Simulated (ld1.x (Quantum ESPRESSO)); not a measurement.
# Pseudopotential generation for F: TM, PBEsol

Task: generate the file, and judge it by its errors in other configurations, its logarithmic derivatives, its ghosts and its cutoff.

Program: ld1.x (Quantum ESPRESSO) 7.5. Reference atom: PBEsol, scalar-relativistic, spherical and spin-unpolarised. All values are calculated.

## (1) Settings

Typed settings, in words:

```
element                 : fluorine (F, Z = 9)
type                    : norm-conserving Troullier–Martins (Kleinman–Bylander form)
frozen core             : [He]
valence charge          : 7
reference configuration : 2s2 2p5
partial waves           : 2s (bound): rc 0.80 bohr; 3d channel at 0.3 Ry: rc 1.10 bohr; 2p (bound): rc 1.45 bohr
local potential         : the p channel
core correction         : a·sin(br)/r model core inside 0.50 bohr
```

The outer shells as boxes (Hund's rule for the drawing; the calculation is spin-unpolarised):

```
[He] core
2s [↑↓]
2p [↑↓][↑↓][↑ ]
```

The nodes and maxima of the atom's own shells, from an earlier all-electron run, set the scale for the radii.

All-electron outer shells of the reference configuration (PBEsol, scalar-relativistic, ld1.x):

| shell | level (eV) | outermost node (bohr) | outermost maximum (bohr) |
| --- | --- | --- | --- |
| 1s | -661.16 | – | 0.11 |
| 2s | -29.72 | 0.24 | 0.76 |
| 2p | -11.05 | – | 0.71 |

## (2) Generation

The input, F.in:

```
 &input
   title='F', zed=9., rel=1, dft='PBESOL', iswitch=3,
   config='[He] 2s2 2p5 3d-2',
   nld=3, rlderiv=1.60, eminld=-4.0, emaxld=5.0, deld=0.02
 /
 &inputp
   pseudotype=2, tm=.true., lloc=1,
   nlcc=.true., rcore=0.50,
   file_pseudopw='F.UPF', file_wfcaegen='ae.wfc', file_wfcncgen='nc.wfc', file_beta='beta', file_chi='chi'
 /
3
2S  1  0   2.00   0.00  0.80  0.80  0.0
3D  3  2  -2.00   0.30  1.10  1.10  0.0
2P  2  1   5.00   0.00  1.45  1.45  0.0
 &test
   configts(1)='2s2 2p5'
 /
```

Launch:

```
ld1.x < F.in > F.out
```

Output in F.out (without the banner and most projector matrices):

```text
     Program LD1 v.7.5
     --------------------------- All-electron run ----------------------------

     F
     scalar relativistic calculation

     atomic number is  9.00
     dft =PBESOL   lsd =0 sic =0 latt =0  beta=0.20 tr2=1.0E-14
     Exchange-correlation= PBESOL
                           (   1   4  10   8   0   0   0)
     mesh =1105 r(mesh) =  99.76081 a.u. xmin = -7.00 dx = 0.01250
     1 Ry =  13.60569312 eV, c = 137.03599908

     n l     nl                  e(Ry)          e(Ha)          e(eV)
     1 0     1S 1( 2.00)       -48.5945       -24.2973      -661.1624
     2 0     2S 1( 2.00)        -2.1844        -1.0922       -29.7204
     2 1     2P 1( 5.00)        -0.8123        -0.4061       -11.0517

     final scf error:  6.2E-15 reached in  22 iterations

     Etot =    -198.896219 Ry,     -99.448109 Ha,   -2706.120914 eV

     Ekin =     198.653027 Ry,      99.326514 Ha,    2702.812130 eV
     Encl =    -476.966171 Ry,    -238.483086 Ha,   -6489.455358 eV
     Eh   =      99.223089 Ry,      49.611545 Ha,    1349.998903 eV
     Exc  =     -19.806164 Ry,      -9.903082 Ha,    -269.476588 eV

     normalization and overlap integrals

     s(1S/1S) =  1.000000  <r> =   0.1767  <r2> =    0.0421  r(max) =   0.1139
     s(2S/2S) =  1.000000  <r> =   1.0060  <r2> =    1.2343  r(max) =   0.7617
     s(2P/2P) =  1.000000  <r> =   1.1047  <r2> =    1.6352  r(max) =   0.7066

     ------------------------ End of All-electron run ------------------------

     --------------------- Generating NC pseudopotential ---------------------

      Generating local pot.: lloc=1, matching radius rcloc =   1.4500

      Computing core charge for nlcc:

       r > 0.50 : true rho core
       r < 0.50 : rho core = a sin(br)/r    a=   1.39  b=   5.47

      Integrated core pseudo-charge :   0.16

      Wfc   2S  rcut= 0.801  Using Troullier-Martins method

      Wfc   3D  rcut= 1.108  Using Troullier-Martins method

     ------------------- End of pseudopotential generation -------------------

     [... the all-electron block is printed once more ...]


     Computing logarithmic derivative in   1.60247
     Computing logarithmic derivative in   1.60247
     Computing the partial wave expansion
     R is outside the sphere for l=    0 j= 0.00
       no projector for channel:   1
     R is outside the sphere for l=    2 j= 0.00

     ---------------------- Testing the pseudopotential ----------------------

     F
     scalar relativistic calculation

     atomic number is  9.00   valence charge is  7.00
     dft =PBESOL   lsd =0 sic =0 latt =0  beta=0.20 tr2=1.0E-14
     mesh =1105 r(mesh) =  99.76081 xmin = -7.00 dx = 0.01250

     n l     nl             e AE (Ry)        e PS (Ry)    De AE-PS (Ry)
     1 0     2S   1( 2.00)       -2.18441       -2.18447        0.00006
     2 1     2P   1( 5.00)       -0.81228       -0.81229        0.00000

     eps = 2.5E-15  iter = 11

     Etot =    -198.896219 Ry,     -99.448109 Ha,   -2706.120914 eV
     Etotps =   -47.684323 Ry,     -23.842162 Ha,    -648.778270 eV

     Ekin =      32.078518 Ry,      16.039259 Ha,     436.450472 eV
     Encl =    -117.382739 Ry,     -58.691370 Ha,   -1597.073531 eV
     Ehrt =      41.654327 Ry,      20.827164 Ha,     566.735994 eV
     Ecxc =      -9.086517 Ry,      -4.543259 Ha,    -123.628367 eV
     (Ecc =      -0.179100 Ry,      -0.089550 Ha,      -2.436776 eV)
     Epseu=       5.052088 Ry,       2.526044 Ha,      68.737162 eV

     ---------------------- End of pseudopotential test ----------------------
```

Run time: 4.1 s. Hardware: 1 thread of Intel Xeon Platinum 8488C, shared host. (Generation and the later configuration tests together.)

All-electron and pseudo partial waves u(r) = r·R(r), from the program's wave files:

| r (bohr) | 2s AE | 2s PS | 2p AE | 2p PS |
| --- | --- | --- | --- | --- |
| 0.072 | -0.4390 | 0.0898 | 0.0807 | 0.0279 |
| 0.145 | -0.3654 | 0.1859 | 0.2428 | 0.1095 |
| 0.217 | -0.1091 | 0.2903 | 0.4124 | 0.2326 |
| 0.290 | 0.1861 | 0.4098 | 0.5648 | 0.3848 |
| 0.362 | 0.4490 | 0.5414 | 0.6861 | 0.5437 |
| 0.435 | 0.6639 | 0.6821 | 0.7787 | 0.6947 |
| 0.507 | 0.8207 | 0.8135 | 0.8421 | 0.8186 |
| 0.580 | 0.9282 | 0.9209 | 0.8819 | 0.9089 |
| 0.652 | 0.9911 | 0.9889 | 0.9011 | 0.9601 |
| 0.725 | 1.0199 | 1.0197 | 0.9047 | 0.9770 |
| 0.798 | 1.0215 | 1.0215 | 0.8960 | 0.9657 |
| 0.870 | 1.0033 | 1.0033 | 0.8783 | 0.9358 |
| 0.942 | 0.9712 | 0.9712 | 0.8543 | 0.8957 |
| 1.015 | 0.9288 | 0.9288 | 0.8253 | 0.8510 |
| 1.088 | 0.8800 | 0.8800 | 0.7932 | 0.8067 |
| 1.160 | 0.8284 | 0.8284 | 0.7597 | 0.7655 |
| 1.232 | 0.7753 | 0.7753 | 0.7253 | 0.7271 |
| 1.305 | 0.7213 | 0.7213 | 0.6901 | 0.6905 |
| 1.378 | 0.6684 | 0.6684 | 0.6552 | 0.6552 |
| 1.450 | 0.6178 | 0.6178 | 0.6213 | 0.6213 |
| 1.522 | 0.5694 | 0.5694 | 0.5883 | 0.5883 |
| 1.595 | 0.5229 | 0.5229 | 0.5558 | 0.5558 |
| 1.668 | 0.4792 | 0.4792 | 0.5245 | 0.5245 |
| 1.740 | 0.4387 | 0.4387 | 0.4949 | 0.4949 |
| 1.812 | 0.4011 | 0.4011 | 0.4666 | 0.4666 |
| 1.885 | 0.3657 | 0.3657 | 0.4393 | 0.4393 |

## (3) Testing the new file in other configurations

The input, F.test.in:

```
 &input
   title='F', zed=9., rel=1, dft='PBESOL', iswitch=2,
   config='[He] 2s2 2p5 3d-2'
 /
 &test
   file_pseudo='F.UPF', nconf=8,
   configts(1)='2s2 2p5',
   configts(2)='2s2 2p4',
   configts(3)='2s2 2p3',
   configts(4)='2s2 2p2',
   configts(5)='2s2 2p1',
   configts(6)='2s2 2p5.3',
   configts(7)='2s2 2p4.5',
   configts(8)='2s1 2p5'
 /
```

Launch:

```
ld1.x < F.test.in > F.test.out
```

F.test.out, the pseudopotential blocks:

```text
     ---------------------- Testing the pseudopotential ----------------------

     F
     scalar relativistic calculation

     atomic number is  9.00   valence charge is  7.00
     dft =PBESOL   lsd =0 sic =0 latt =0  beta=0.20 tr2=1.0E-14
     mesh =1105 r(mesh) =  99.76081 xmin = -7.00 dx = 0.01250

     n l     nl             e AE (Ry)        e PS (Ry)    De AE-PS (Ry)
     1 0     2S   1( 2.00)       -2.18441       -2.18447        0.00006
     2 1     2P   1( 5.00)       -0.81228       -0.81229        0.00000

     eps = 4.3E-15  iter = 11

     Etot =    -198.896219 Ry,     -99.448109 Ha,   -2706.120914 eV
     Etotps =   -47.684324 Ry,     -23.842162 Ha,    -648.778274 eV

     Ekin =      32.078518 Ry,      16.039259 Ha,     436.450468 eV
     Encl =    -117.382739 Ry,     -58.691370 Ha,   -1597.073531 eV
     Ehrt =      41.654327 Ry,      20.827164 Ha,     566.735994 eV
     Ecxc =      -9.086517 Ry,      -4.543259 Ha,    -123.628367 eV
     (Ecc =      -0.179100 Ry,      -0.089550 Ha,      -2.436776 eV)
     Epseu=       5.052088 Ry,       2.526044 Ha,      68.737162 eV

     ---------------------- End of pseudopotential test ----------------------

     ---------------------- Testing the pseudopotential ----------------------

     F
     [...]
     n l     nl             e AE (Ry)        e PS (Ry)    De AE-PS (Ry)
     1 0     2S   1( 2.00)       -3.46782       -3.47641        0.00859  !
     2 1     2P   1( 4.00)       -2.07413       -2.07445        0.00032

     eps = 9.0E-15  iter = 11

     Etot =    -197.476466 Ry,     -98.738233 Ha,   -2686.804198 eV
     Etotps =   -46.263637 Ry,     -23.131818 Ha,    -629.448848 eV
     dEtot_ae =       1.419752 Ry
     dEtot_ps =       1.420687 Ry,   Delta E=      -0.000934 Ry

     [...]
     ---------------------- End of pseudopotential test ----------------------

     ---------------------- Testing the pseudopotential ----------------------

     F
     [...]
     n l     nl             e AE (Ry)        e PS (Ry)    De AE-PS (Ry)
     1 0     2S   1( 2.00)       -4.97983       -4.99077        0.01094  !
     2 1     2P   1( 3.00)       -3.59242       -3.57579       -0.01663  !

     eps = 2.1E-15  iter = 11

     Etot =    -194.663071 Ry,     -97.331535 Ha,   -2648.526004 eV
     Etotps =   -43.456029 Ry,     -21.728015 Ha,    -591.249397 eV
     dEtot_ae =       4.233148 Ry
     dEtot_ps =       4.228294 Ry,   Delta E=       0.004853 Ry

     [...]
     ---------------------- End of pseudopotential test ----------------------

     ---------------------- Testing the pseudopotential ----------------------

     F
     [...]
     n l     nl             e AE (Ry)        e PS (Ry)    De AE-PS (Ry)
     1 0     2S   1( 2.00)       -6.68351       -6.67737       -0.00614  !
     2 1     2P   1( 2.00)       -5.33500       -5.26492       -0.07009  !

     eps = 8.0E-15  iter = 11

     Etot =    -190.217225 Ry,     -95.108612 Ha,   -2588.037188 eV
     Etotps =   -39.049521 Ry,     -19.524760 Ha,    -531.295795 eV
     dEtot_ae =       8.678994 Ry
     dEtot_ps =       8.634803 Ry,   Delta E=       0.044191 Ry

     [...]
     ---------------------- End of pseudopotential test ----------------------

     ---------------------- Testing the pseudopotential ----------------------

     F
     [...]
     n l     nl             e AE (Ry)        e PS (Ry)    De AE-PS (Ry)
     1 0     2S   1( 2.00)       -8.55411       -8.49887       -0.05525  !
     2 1     2P   1( 1.00)       -7.27887       -7.10068       -0.17819  !

     eps = 3.0E-15  iter = 10

     Etot =    -183.926283 Ry,     -91.963141 Ha,   -2502.444558 eV
     Etotps =   -32.877271 Ry,     -16.438635 Ha,    -447.318056 eV
     dEtot_ae =      14.969936 Ry
     dEtot_ps =      14.807053 Ry,   Delta E=       0.162883 Ry

     [...]
     ---------------------- End of pseudopotential test ----------------------

     ---------------------- Testing the pseudopotential ----------------------

     F
     [...]
     n l     nl             e AE (Ry)        e PS (Ry)    De AE-PS (Ry)
     1 0     2S   1( 2.00)       -1.85443       -1.85253       -0.00190
     2 1     2P   1( 5.30)       -0.49277       -0.49190       -0.00087

     eps = 7.7E-15  iter = 15

     Etot =    -199.091187 Ry,     -99.545594 Ha,   -2708.773594 eV
     Etotps =   -47.879178 Ry,     -23.939589 Ha,    -651.429402 eV
     dEtot_ae =      -0.194968 Ry
     dEtot_ps =      -0.194854 Ry,   Delta E=      -0.000114 Ry

     [...]
     ---------------------- End of pseudopotential test ----------------------

     ---------------------- Testing the pseudopotential ----------------------

     F
     [...]
     n l     nl             e AE (Ry)        e PS (Ry)    De AE-PS (Ry)
     1 0     2S   1( 2.00)       -2.79410       -2.79841        0.00431
     2 1     2P   1( 4.50)       -1.40819       -1.40936        0.00118

     eps = 6.6E-15  iter = 15

     Etot =    -198.344238 Ry,     -99.172119 Ha,   -2698.610838 eV
     Etotps =   -47.131965 Ry,     -23.565982 Ha,    -641.263050 eV
     dEtot_ae =       0.551980 Ry
     dEtot_ps =       0.552359 Ry,   Delta E=      -0.000378 Ry

     [...]
     ---------------------- End of pseudopotential test ----------------------

     ---------------------- Testing the pseudopotential ----------------------

     F
     [...]
     n l     nl             e AE (Ry)        e PS (Ry)    De AE-PS (Ry)
     1 0     2S   1( 1.00)       -3.48092       -3.49728        0.01636  !
     2 1     2P   1( 5.00)       -2.08348       -2.09556        0.01208  !

     eps = 9.0E-15  iter = 13

     Etot =    -196.080875 Ry,     -98.040438 Ha,   -2667.816219 eV
     Etotps =   -44.861777 Ry,     -22.430889 Ha,    -610.375572 eV
     dEtot_ae =       2.815343 Ry
     dEtot_ps =       2.822547 Ry,   Delta E=      -0.007203 Ry

     [...]
     ---------------------- End of pseudopotential test ----------------------
```

Excitation and ionisation energies from 2s2 2p5, with the error of the potential. The frozen-core shift comes from a second all-electron run, not shown, with the core orbitals held at their reference shape; it is that run's ΔE less the relaxed one.

```csv
valence configuration,charge,ΔE all-electron (eV),error AE − PS (meV),frozen-core shift (meV)
2s2 2p4,+1,19.317,-13,+0.1
2s2 2p3,+2,57.595,+66,+0.9
2s2 2p2,+3,118.084,+601,+4.9
2s2 2p1,+4,203.676,+2216,+18
2s2 2p5.3,-0.3,-2.653,-1.6,0.0
2s2 2p4.5,+0.5,7.510,-5.1,0.0
2s1 2p5,+1,38.305,-98,+0.6
```

## (4) Logarithmic derivatives

Taken from the files of the generation run. The phase is arctan(r·u′/u) with u = r·R, unwrapped, with energies in Ry. A pole is an energy at which the radial function vanishes at the test radius. The pseudo phase is shifted by a multiple of π to meet the all-electron one at the reference energy. Levels narrower than the energy grid can be missing from the poles. The last column is the largest difference on the grid between −1 and +1 Ry.

| channel | radius (bohr) | reference (Ry) | poles AE | poles PS | window around the reference with phases within 0.05 rad (Ry) | largest difference near zero (rad) |
| --- | --- | --- | --- | --- | --- | --- |
| s | 1.60 | -2.18 | -1.18 | -1.16 | below 2.8 | 0.014 |
| p | 1.60 | -0.81 | 0.20 | 0.24 | below 2.5 | 0.016 |
| d | 1.60 | 0.30 | none | none | the whole range | 0.000 |

Phases (rad) along the scan:

| E (Ry) | p AE | p PS | d AE | d PS |
| --- | --- | --- | --- | --- |
| -4.00 | 1.224 | 1.229 | 1.312 | 1.312 |
| -3.52 | 1.190 | 1.196 | 1.301 | 1.301 |
| -3.04 | 1.143 | 1.149 | 1.289 | 1.289 |
| -2.56 | 1.069 | 1.077 | 1.275 | 1.275 |
| -2.08 | 0.937 | 0.947 | 1.259 | 1.259 |
| -1.60 | 0.631 | 0.645 | 1.241 | 1.241 |
| -1.12 | -0.233 | -0.227 | 1.219 | 1.219 |
| -0.64 | -1.130 | -1.129 | 1.193 | 1.192 |
| -0.16 | -1.454 | -1.448 | 1.160 | 1.160 |
| 0.32 | -1.600 | -1.589 | 1.120 | 1.120 |
| 0.80 | -1.688 | -1.672 | 1.068 | 1.068 |
| 1.28 | -1.755 | -1.733 | 0.998 | 0.998 |
| 1.76 | -1.815 | -1.784 | 0.901 | 0.900 |
| 2.24 | -1.875 | -1.833 | 0.757 | 0.755 |
| 2.72 | -1.943 | -1.884 | 0.537 | 0.530 |
| 3.20 | -2.027 | -1.941 | 0.201 | 0.185 |
| 3.68 | -2.139 | -2.009 | -0.236 | -0.264 |
| 4.16 | -2.303 | -2.097 | -0.646 | -0.679 |
| 4.64 | -2.557 | -2.216 | -0.938 | -0.968 |

## (5) Cutoff and ghost test in a Bessel basis

This step uses the generator's waves and projectors in a separate script. Basis: spherical Bessel functions vanishing at 20 bohr, q² up to the cutoff; potential fixed at the reference.

All-electron valence levels (Ry): 2s -2.1844, 2p -0.8123. The lowest levels of each channel (Ry) by cutoff; the last column sums, over occupied levels, occupation times the distance from the level at 400 Ry. A positive value at high cutoff is not a bound level.

| cutoff (Ry) | s #1 | d #1 | p #1 | f #1 | Σ f·Δε (mRy) |
| --- | --- | --- | --- | --- | --- |
| 8 | -1.9412 | 0.0510 | -0.0029 | 0.0937 | 4533.2 |
| 18 | -2.0431 | 0.0510 | -0.1948 | 0.0937 | 3370.0 |
| 30 | -2.0600 | 0.0510 | -0.5574 | 0.0937 | 1523.1 |
| 50 | -2.1351 | 0.0510 | -0.7870 | 0.0937 | 225.2 |
| 80 | -2.1757 | 0.0510 | -0.8119 | 0.0937 | 19.4 |
| 110 | -2.1801 | 0.0510 | -0.8121 | 0.0937 | 9.5 |
| 120 | -2.1801 | 0.0510 | -0.8122 | 0.0937 | 9.1 |
| 180 | -2.1829 | 0.0510 | -0.8123 | 0.0937 | 3.0 |
| 230 | -2.1842 | 0.0510 | -0.8123 | 0.0937 | 0.4 |
| 300 | -2.1843 | 0.0510 | -0.8123 | 0.0937 | 0.2 |
| 400 | -2.1844 | 0.0510 | -0.8123 | 0.0937 | 0.0 |

The sum stays within 10 mRy from 110 Ry and within 1 mRy from 230 Ry. The sum leaves out empty levels, which can need more. Ghost test: no level below the all-electron spectrum of its channel (s, d, p, f tested).

## (6) Outcome

| quantity | value |
| --- | --- |
| cutoffs for 10 and 1 mRy, occupied levels | 110 Ry and 230 Ry |
| bound ghosts | none found |
| largest test error (AE − PS) | +2216 meV, for 2s2 2p1 |
| largest phase difference near zero energy, channels read | 0.016 rad |

**Reading.** By total energies transferability is poor: the largest error is 2216 meV on 203.7 eV, for 2s2 2p1. That test lies far up in energy; among those under 40 eV, nearer to bonding, the largest error is 98 meV. Freezing the core alone would shift it much less, so the error comes from the pseudisation. By its cutoff, 110 Ry for the looser tolerance, it is hard. The slowest occupied level is 2s: taken alone it needs 200 Ry to come within 1 mRy, against 70 Ry for 2p. The Bessel-basis test finds no level below the valence levels. Near zero energy the phases of the channels with partial waves agree within 0.016 rad.
